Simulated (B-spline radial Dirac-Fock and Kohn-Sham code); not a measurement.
# An X-ray data sheet for Zn²⁰⁺, step by step

Wanted for zinc as Zn²⁰⁺: its X-ray form factor and Compton profile, the binding energy of each subshell, its photoionisation cross sections and the widths and yields of its core holes.

The numbers are computed with B-spline radial Dirac-Fock and Kohn-Sham code (version 2): a free atom or ion on a radial basis; each step names its model.

## (1) The atom as given

Zinc as Zn²⁰⁺, 1s2 2s2 2p6.

```
nuclear charge     : 30
electrons          : 10
mass number        : 64
nuclear rms radius : 3.9283 fm
```

## (2) Scattering by the electron cloud

Model: Dirac-Fock average of configuration, finite nucleus; form factor of the spherical density, Waller-Hartree incoherent function, impulse-approximation Compton profiles.

Settings, as recorded:

```ini
task = scatter
Z = 30
charge = 20
configuration = 1s2 2s2 2p6
mass_number = 64
rms_radius = 3.9283  # fm
s = [0.0, 0.05, 0.1, 0.15, 0.2, 0.25, 0.3, 0.35, 0.4, 0.45, 0.5, 0.6, 0.7, 0.8, 0.9, 1.0, 1.1, 1.2, 1.4, 1.6, 1.8, 2.0, 2.5, 3.0, 3.5, 4.0, 5.0, 6.0]  # 1/A
pz = [0, 0.1, 0.2, 0.3, 0.4, 0.5, 0.6, 0.8, 1.0, 1.2, 1.4, 1.6, 1.8, 2.0, 2.5, 3.0, 4.0, 5.0, 7.0, 10.0, 15.0, 20.0, 30.0, 40.0, 60.0, 100.0]  # a.u.
photon_energy = [1000, 8047.8, 10000, 17479.3, 20000, 50000, 500000, 1000000]  # eV
```

## (3) Core and valence levels

Model: Dirac-Fock average of configuration, Delta-SCF, finite nucleus, first-order Breit with its frequency dependence, self-energy and vacuum polarisation.

Recorded inputs:

```ini
task = binding
```

## (4) Subshell cross sections

Model: independent-particle photoionisation: Dirac-Hartree-Slater potential of the initial state with a Latter tail for bound and continuum orbitals, all multipoles in the length form, thresholds from Dirac-Fock Delta-SCF.

The run's settings:

```ini
task = photo
photon_energy = [41.1, 57.8, 100, 172.0, 208.0, 300, 990.0, 1000, 1140.0, 1253.6, 8047.8, 13900.0, 80000, 100000, 109000.0, 200000]  # eV
```

## (5) Widths and yields

Model: independent-particle rates: relativistic LDA orbitals of the hole state, multipoles to L = 3 (length form), Coulomb Auger matrix elements with a Latter-tail continuum; energies from Dirac-Fock.

The run's settings:

```ini
task = decay
holes = ["K", "L1", "L2", "L3"]
```

Before running it: what results should come out? Wanted: rms radius of the electron cloud; form factor halves at; Compton profile at zero; deepest level listed, K; least bound, L3; Kα1; K hole: width, yield.

**Answer**, as computed:

```
                                quantity                       value
        rms radius of the electron cloud                  0.199 bohr
                   form factor halves at                     1.7 1/Å
                 Compton profile at zero               0.5820 1/a.u.
            deepest level listed, K (1s)                  10528.0 eV
                 least bound, L3 (2p3/2)                   1844.0 eV
                                     Kα1                   8684.0 eV
ionisation energy, NIST (semi-empirical)                  1846.80 eV
                      total at 8047.8 eV                     5.52 kb
         strongest subshell at 8047.8 eV  L1 (2s), 2.86 kb, β = 2.00
                    K hole: width, yield              1.41 eV, 0.507
                            its lifetime                    0.468 fs
                      its strongest line       Kα1 (K-L3), 8684.0 eV
```

What this shows: The form factor starts at the 10 electrons and halves by s = 1.7 1/Å. Incoherent scattering outweighs coherent from 500 keV on, among the energies asked. The K (1s) level lies 20.0 eV under Koopmans' value by relaxation alone; Breit gives -12.24 and QED -5.87 eV. NIST's ionisation energy differs by +2.84 eV from the least binding energy; correlation is missing from the calculation. L1 (2s) leads at 8047.8 eV with 52 % of the total, and the K shell holds 91 % at 200000 eV. With a yield of 0.51, X-ray emission is the main way out for the K hole, in 0.47 fs. The Hartree-Fock and Dirac-Fock values hold no electron correlation.
